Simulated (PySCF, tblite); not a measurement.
**C₅H₁₀BFS₂: geometry, infrared bands and NMR shifts**

Aim: predict the infrared bands and NMR shifts of C₅H₁₀BFS₂ (`CC[C@@H]1SB(C)S[C@@H]1F`).

The runs use tblite 0.8.0 and PySCF 2.14.0, with density-fitted response routines of our own; the level of theory stands in each step. All values are computed, except where a source is named. Atoms count from 0, in the outputs and in this text.

## (1) The starting structure

19 atoms, charge 0, multiplicity 1; geometry from: force field or distance geometry start.

Bonds of the start (Å): C0–C1 1.52, C1–C2 1.52, C2–S3 1.83, S3–B4 1.86, B4–C5 1.60, B4–S6 1.87, S6–C7 1.84, C7–F8 1.39, C7–C2 1.53, C0–H9 1.10, C0–H10 1.12, C0–H11 1.11, C1–H12 1.13, C1–H13 1.11, C2–H14 1.12, C5–H15 1.12, C5–H16 1.10, C5–H17 1.11, C7–H18 1.11.

## (2) Relaxing the molecule with GFN2-xTB

The job: settings as JSON, then the geometry in Å.

```
{"job": {"kind": "relax", "xc": "GFN2-xTB", "basis": "xTB"}, "charge": 0, "multiplicity": 1}
C      2.192100     1.474800     0.432900
C      1.845700    -0.009300     0.393300
C      0.380600    -0.275200     0.065300
S     -0.714600     0.251700     1.427700
B     -2.135600    -0.503000     0.491900
C     -3.043300     0.485700    -0.371100
S     -1.676200    -2.140600    -0.292700
C      0.119500    -1.756700    -0.233900
F      0.699100    -2.560300     0.736300
H      3.261000     1.609700     0.650400
H      1.601800     1.991000     1.227100
H      1.952300     1.942000    -0.546100
H      2.094900    -0.461100     1.399300
H      2.498800    -0.495700    -0.368100
H      0.110800     0.326500    -0.846100
H     -3.364400     1.338200     0.278400
H     -3.932700    -0.051100    -0.734600
H     -2.459200     0.865300    -1.232400
H      0.559600    -2.022700    -1.214000
```

Launch:

```console
> OMP_NUM_THREADS=1 python probes_run.py task.json out
```

One launch serves the whole session: the jobs run in the order shown.

**Question.** This job is followed by: GFN2-xTB harmonic vibrations, gas phase; GIAO PBE0/pcSseg-1 NMR shielding, non-relativistic, gas phase. Predict these results of the whole session: strongest single infrared mode (GFN2-xTB); zero-point energy (GFN2-xTB); 13C shifts against TMS (PBE0/pcSseg-1); 1H shifts against TMS (PBE0/pcSseg-1, means over atoms taken as alike); 33S shifts against CS2 (PBE0/pcSseg-1); 11B shifts against BF3·OEt2 (PBE0/pcSseg-1); 19F shifts against CFCl3 (PBE0/pcSseg-1).

**Answer**, as computed:

| quantity | value |
| --- | --- |
| strongest single infrared mode (GFN2-xTB) | 986 cm⁻¹, 125 km/mol |
| zero-point energy (GFN2-xTB) | 91.4 kcal/mol |
| 13C shifts against TMS (PBE0/pcSseg-1) | 112.0, 72.7, 29.2, 17.2, 3.1 ppm |
| 1H shifts against TMS (PBE0/pcSseg-1, means over atoms taken as alike) | 6.12, 3.46, 2.10, 1.90, 1.26, 1.08 ppm |
| 33S shifts against CS2 (PBE0/pcSseg-1) | 163, 96 ppm |
| 11B shifts against BF3·OEt2 (PBE0/pcSseg-1) | 66.7 ppm |
| 19F shifts against CFCl3 (PBE0/pcSseg-1) | -187.1 ppm |

**Reading.** Relaxing lowered the energy by 1.069 eV in 108 steps; the close pair that moved most is S3–B4, from 1.861 to 1.783 Å. The lowest mode is imaginary (44i cm⁻¹), so the xTB geometry is not a minimum. The strongest single mode, at 986 cm⁻¹, is spread over several atoms, B4, H16, H15, C5 among them. GFN2-xTB is a fitted tight-binding method: band positions and strengths are rough. Its intensities can rank the bands wrongly. The most deshielded hydrogen is H18 (hydrogen on an sp3 CH bonded to F and S), at 6.12 ppm: its carbon carries F, which withdraws density. At PBE0/pcSseg-1: The largest span, 283 ppm, is at S3, where the paramagnetic term is -652 ppm.
